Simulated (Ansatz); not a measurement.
# CH6OSi2: small, medium and large basis sets

Aim: see how fast density functionals converge with the basis set for CH6OSi2.

Computed with Ansatz 0.2.0, Gaussian basis. Level: one geometry, several basis sets.

The runs, in order: PBE0-D4/def2-SVP; ωB97M-V/def2-SVP; PBE0-D4/def2-QZVPP; ωB97M-V/def2-QZVPP; the functionals' def2-TZVPP values are taken from earlier runs.

## Step 1: Structure used throughout

All runs share one geometry, relaxed beforehand with PBE0-D4 in a triple-zeta def2 set.

10 atoms, charge 0, spin multiplicity 1.

Atoms are counted from 1 here; the program's logs count them from 0.

Bond lengths: O1–C2 1.204 Å, C2–Si3 1.928 Å, C2–H5 1.117 Å, Si3–Si4 2.343 Å, Si3–H6 1.489 Å, Si3–H7 1.484 Å, Si4–H8 1.487 Å, Si4–H9 1.486 Å, Si4–H10 1.487 Å. Angles: O1–C2–Si3 122.8°, O1–C2–H5 119.5°, Si3–C2–H5 117.7°, C2–Si3–Si4 107.8°, C2–Si3–H6 108.2°, C2–Si3–H7 108.8°, Si4–Si3–H6 109.6°, Si4–Si3–H7 111.7°, H6–Si3–H7 110.6°, Si3–Si4–H8 110.2°, Si3–Si4–H9 109.8°, Si3–Si4–H10 109.4°, H8–Si4–H9 109.4°, H8–Si4–H10 109.0°, H9–Si4–H10 109.1°.

Geometry (Å):

```xyz
10
CH6OSi2
O    -1.21615   -0.26684   -2.41150
C    -1.21042    0.37031   -1.39039
Si    0.40279    0.74425   -0.40257
Si    0.58654   -0.85188    1.30240
H    -2.17588    0.74260   -0.96881
H     0.27772    2.10199    0.19689
H     1.55758    0.68960   -1.33347
H     1.77678   -0.56636    2.14642
H     0.71598   -2.20813    0.70970
H    -0.63184   -0.80673    2.15434
```

## Step 2: PBE0-D4 in def2-SVP

The input, in.yaml:

```yaml
crystal:
  periodic: [false, false, false]
  atoms:
    - {symbol: O, position_ang: [-1.216151, -0.266843, -2.411504]}
    - {symbol: C, position_ang: [-1.210417, 0.370313, -1.390391]}
    - {symbol: Si, position_ang: [0.402789, 0.744252, -0.402569]}
    - {symbol: Si, position_ang: [0.586544, -0.851884, 1.302404]}
    - {symbol: H, position_ang: [-2.175884, 0.742596, -0.968812]}
    - {symbol: H, position_ang: [0.277725, 2.101988, 0.196888]}
    - {symbol: H, position_ang: [1.557576, 0.689596, -1.333472]}
    - {symbol: H, position_ang: [1.776776, -0.566358, 2.146422]}
    - {symbol: H, position_ang: [0.715981, -2.208134, 0.709697]}
    - {symbol: H, position_ang: [-0.631839, -0.806725, 2.154337]}
basis:
  gaussian: {orbitals: def2-SVP}
hamiltonian: {xc: pbe0, dispersion: d4}
output: {orbitals: {seedname: orbitals}}
```

Launch:

```sh
> ansatz run in.yaml --threads 2 --pin off --events-out ev --progress --plain --max-ram 4352MiB
```

Further steps of the session: ωB97M-V in def2-SVP; PBE0-D4 in def2-QZVPP; ωB97M-V in def2-QZVPP.

**Question.** What will the summary of the whole plan be? Wanted: PBE0-D4: double and triple zeta above quadruple; ωB97M-V: double and triple zeta above quadruple.

The runs gave:

| quantity | value |
| --- | --- |
| PBE0-D4: double and triple zeta above quadruple | 9.91, 0.71 eV |
| ωB97M-V: double and triple zeta above quadruple | 10.05, 0.67 eV |

In words: For PBE0-D4 the step from double to triple zeta gains 9.20 eV and the next only 0.71 eV. These are total energies; as a rule much of such shifts cancels in differences, which this series doesn't test.
